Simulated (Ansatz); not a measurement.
# BF3H3N: a ladder of functionals and wavefunction methods

Aim: compute BF3H3N with functionals from several rungs and with coupled cluster, and see how far each lands from CCSD(T) at the basis-set limit for the atomisation energy.

Program: Ansatz 0.2.0, Gaussian basis. Level of theory: functionals in def2-TZVPP, the program's frozen cores in correlated methods. These are calculated values, not measurements.

Plan: LDA (SPW92), PBE-D4, revPBE-D4, BLYP-D4, r2SCAN-D4, B97M-V, PBE0-D4, B3LYP-D4, r2SCANh-D4, r2SCAN0-D4, HSE06-D4, BHLYP-D4, CAM-B3LYP-D4, LC-ωPBE, ωB97X-V, ωB97M-V, B2PLYP, PBE-QIDH; CCSD(T)/def2-SVP; CCSD(T)/def2-TZVPP; MP2/def2-QZVPP; extrapolation to the limit; RPA on PBE.

## 1. The geometry

The geometry comes from an earlier relaxation with PBE0-D4 in a triple-zeta def2 set; it is a stationary point, not always the lowest conformer.

SMILES `[NH3+][B-](F)(F)F`, 8 atoms, charge 0, spin multiplicity 1.

Atoms are counted from 1 here; the program's logs count them from 0.

Bond lengths: N1–B2 1.674 Å, N1–H6 1.015 Å, N1–H7 1.015 Å, N1–H8 1.015 Å, B2–F3 1.368 Å, B2–F4 1.368 Å, B2–F5 1.368 Å. Angles: B2–N1–H6 110.1°, B2–N1–H7 110.1°, B2–N1–H8 110.1°, H6–N1–H7 108.9°, H6–N1–H8 108.9°, H7–N1–H8 108.9°, N1–B2–F3 104.1°, N1–B2–F4 104.1°, N1–B2–F5 104.1°, F3–B2–F4 114.2°, F3–B2–F5 114.2°, F4–B2–F5 114.2°.

## 2. LDA

This LDA is Slater exchange with PW92 correlation.

in.yaml reads:

```yaml
crystal:
  periodic: [false, false, false]
  atoms:
    - {symbol: N, position_ang: [-0.501766, -0.052428, 0.645729]}
    - {symbol: B, position_ang: [0.531490, 0.038731, -0.668134]}
    - {symbol: F, position_ang: [1.521147, -0.860366, -0.378111]}
    - {symbol: F, position_ang: [-0.251359, -0.312147, -1.733944]}
    - {symbol: F, position_ang: [0.943580, 1.343327, -0.679372]}
    - {symbol: H, position_ang: [-1.280323, 0.587330, 0.521957]}
    - {symbol: H, position_ang: [-0.006271, 0.194580, 1.496746]}
    - {symbol: H, position_ang: [-0.864299, -0.996128, 0.739329]}
basis:
  gaussian: {orbitals: def2-TZVPP}
hamiltonian: {xc: lda}
output: {orbitals: {seedname: orbitals}}
```

The runs that follow: PBE-D4 (GGA); revPBE-D4 (GGA); BLYP-D4 (GGA); r2SCAN-D4 (meta-GGA); B97M-V (meta-GGA); PBE0-D4 (hybrid); B3LYP-D4 (hybrid); r2SCANh-D4 (hybrid); r2SCAN0-D4 (hybrid); HSE06-D4 (hybrid); BHLYP-D4 (hybrid); CAM-B3LYP-D4 (range-separated); LC-ωPBE-D4 (range-separated); ωB97X-V (range-separated); ωB97M-V (range-separated); B2PLYP (double hybrid); PBE-QIDH (double hybrid); CCSD(T) in def2-SVP; CCSD(T) in def2-TZVPP; MP2 in def2-QZVPP; RPA on PBE orbitals.

**Question.** What will the summary of the whole plan be? Wanted: atomisation energy, CCSD(T)/CBS; farthest beyond LDA; mean size of error, GGA; mean size of error, meta-GGA; mean size of error, hybrid; mean size of error, range-separated; mean size of error, double hybrid; gap, smallest and largest; T1 diagnostic.

**Answer**, as computed:

```
                               quantity                                                                      value
        atomisation energy, CCSD(T)/CBS                                                              3304.6 kJ/mol
 functionals within 16.5 kJ/mol (0.5 %)  BLYP-D4, r2SCAN-D4, B97M-V, B3LYP-D4, HSE06-D4, LC-ωPBE, ωB97X-V, ωB97M-V
                    farthest beyond LDA                                                   BHLYP-D4 (-131.7 kJ/mol)
                mean size of error, GGA                                                                38.3 kJ/mol
           mean size of error, meta-GGA                                                                 4.6 kJ/mol
             mean size of error, hybrid                                                                46.0 kJ/mol
    mean size of error, range-separated                                                                11.2 kJ/mol
      mean size of error, double hybrid                                                                29.9 kJ/mol
              gap, smallest and largest                                      6.91 eV (BLYP-D4), 14.94 eV (LC-ωPBE)
                          T1 diagnostic                                                                     0.0105
triples share of the correlation energy                                                                      2.9 %
```

**Reading.** LDA overbinds by 525.5 kJ/mol (16 %). PBE-D4 is off by +69.2 kJ/mol. Double hybrids carry the basis error of their MP2 part in triple zeta, and no dispersion term here, so their miss is partly the set-up's. The rungs meta-GGA, range-separated miss on average by less than the doubt on the reference (16.5 kJ/mol), so they tie. Misses under about 16.5 kJ/mol are within the doubt on the reference itself, which lacks core-valence correlation, relativity and higher excitations. Hartree-Fock recovers 73 % of the binding; the rest is correlation. CCSD(T) in def2-SVP is off by -161.5 kJ/mol, so the small basis spoils what the method gains. The gap grows from 6.9 to 14.9 eV across the functionals, mostly with the share of exact exchange.
